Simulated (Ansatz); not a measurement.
# GaH6PSi: one species, many methods

Aim: compute GaH6PSi with functionals from several rungs and with coupled cluster, and see how far each lands from CCSD(T) at the basis-set limit for the atomisation energy.

Method: functionals in def2-TZVPP, the program's frozen cores in correlated methods; program: Ansatz 0.2.0, Gaussian basis.

Levels to be run: LDA (SPW92), PBE-D4, revPBE-D4, BLYP-D4, r2SCAN-D4, B97M-V, PBE0-D4, B3LYP-D4, r2SCANh-D4, r2SCAN0-D4, HSE06-D4, BHLYP-D4, CAM-B3LYP-D4, LC-ωPBE, ωB97X-V, ωB97M-V, B2PLYP, PBE-QIDH; CCSD(T)/def2-SVP; CCSD(T)/def2-TZVPP; MP2/def2-QZVPP; extrapolation to the limit; RPA on PBE.

## (1) Structure used throughout

An earlier PBE0-D4 in a triple-zeta def2 set relaxation fixed the geometry.

SMILES `P[SiH2][GaH2]`, 9 atoms, charge 0, spin multiplicity 1.

Atoms are counted from 1 here; the program's logs count them from 0.

Bond lengths: P1–Si2 2.266 Å, P1–H4 1.421 Å, P1–H5 1.420 Å, Si2–Ga3 2.414 Å, Si2–H6 1.489 Å, Si2–H7 1.493 Å, Ga3–H8 1.574 Å, Ga3–H9 1.572 Å. Angles: Si2–P1–H4 93.9°, Si2–P1–H5 95.4°, H4–P1–H5 93.7°, P1–Si2–Ga3 108.3°, P1–Si2–H6 106.7°, P1–Si2–H7 112.1°, Ga3–Si2–H6 112.6°, Ga3–Si2–H7 109.8°, H6–Si2–H7 107.4°, Si2–Ga3–H8 119.0°, Si2–Ga3–H9 122.4°, H8–Ga3–H9 118.5°.

## (2) LDA

This LDA is Slater exchange with PW92 correlation.

Contents of in.yaml:

```yaml
crystal:
  periodic: [false, false, false]
  atoms:
    - {symbol: P, position_ang: [-1.541083, 0.950184, -0.913932]}
    - {symbol: Si, position_ang: [0.530514, 0.592855, -0.069229]}
    - {symbol: Ga, position_ang: [0.429005, -1.314510, 1.406119]}
    - {symbol: H, position_ang: [-1.541353, -0.248591, -1.676249]}
    - {symbol: H, position_ang: [-1.104982, 1.751644, -2.002494]}
    - {symbol: H, position_ang: [0.924799, 1.842999, 0.637804]}
    - {symbol: H, position_ang: [1.540098, 0.349800, -1.141925]}
    - {symbol: H, position_ang: [-0.097993, -2.687220, 0.844411]}
    - {symbol: H, position_ang: [0.861016, -1.237152, 2.915485]}
basis:
  gaussian: {orbitals: def2-TZVPP}
hamiltonian: {xc: lda}
output: {orbitals: {seedname: orbitals}}
```

Run with:

```bash
$ ansatz run in.yaml --threads 2 --pin off --events-out ev --progress --plain --max-ram 4352MiB
```

Further steps of the session: PBE-D4 (GGA); revPBE-D4 (GGA); BLYP-D4 (GGA); r2SCAN-D4 (meta-GGA); B97M-V (meta-GGA); PBE0-D4 (hybrid); B3LYP-D4 (hybrid); r2SCANh-D4 (hybrid); r2SCAN0-D4 (hybrid); HSE06-D4 (hybrid); BHLYP-D4 (hybrid); CAM-B3LYP-D4 (range-separated); LC-ωPBE (range-separated); ωB97X-V (range-separated); ωB97M-V (range-separated); B2PLYP (double hybrid); PBE-QIDH (double hybrid); CCSD(T) in def2-SVP; CCSD(T) in def2-TZVPP; MP2 in def2-QZVPP; RPA on PBE orbitals.

**Question.** What will the summary of the whole plan be? Wanted: atomisation energy, CCSD(T)/CBS; farthest beyond LDA; mean size of error, GGA; mean size of error, meta-GGA; mean size of error, hybrid; mean size of error, range-separated; mean size of error, double hybrid; gap, smallest and largest; T1 diagnostic.

The runs gave:

| quantity | value |
| --- | --- |
| atomisation energy, CCSD(T)/CBS | 2294.3 kJ/mol |
| functionals within 22.9 kJ/mol (1.0 %) | r2SCAN-D4, B3LYP-D4, r2SCANh-D4, r2SCAN0-D4, CAM-B3LYP-D4, ωB97M-V |
| farthest beyond LDA | revPBE-D4 (-57.3 kJ/mol) |
| mean size of error, GGA | 40.1 kJ/mol |
| mean size of error, meta-GGA | 20.7 kJ/mol |
| mean size of error, hybrid | 19.0 kJ/mol |
| mean size of error, range-separated | 19.1 kJ/mol |
| mean size of error, double hybrid | 42.5 kJ/mol |
| gap, smallest and largest | 3.26 eV (LDA (SPW92)), 9.87 eV (LC-ωPBE) |
| T1 diagnostic | 0.0138 |
| triples share of the correlation energy | 3.9 % |

What this shows: LDA overbinds by 261.4 kJ/mol (11 %). PBE-D4 misses by -27.4 kJ/mol. Double hybrids carry the basis error of their MP2 part in triple zeta, and no dispersion term here, so their miss is partly the set-up's. The rungs hybrid, range-separated, meta-GGA miss on average by less than the doubt on the reference (22.9 kJ/mol), so they tie. Misses under about 22.9 kJ/mol are within the doubt on the reference itself, which lacks core-valence correlation, relativity and higher excitations, and its outer-core shells are covered unevenly. Hartree-Fock recovers 73 % of the binding; the rest is correlation. CCSD(T) in def2-SVP is off by -182.9 kJ/mol, which most functionals beat. The gap grows from 3.3 to 9.9 eV across the functionals, mostly with the share of exact exchange. Correlated methods include outer-core shells of Ga, which these sets cover unevenly.
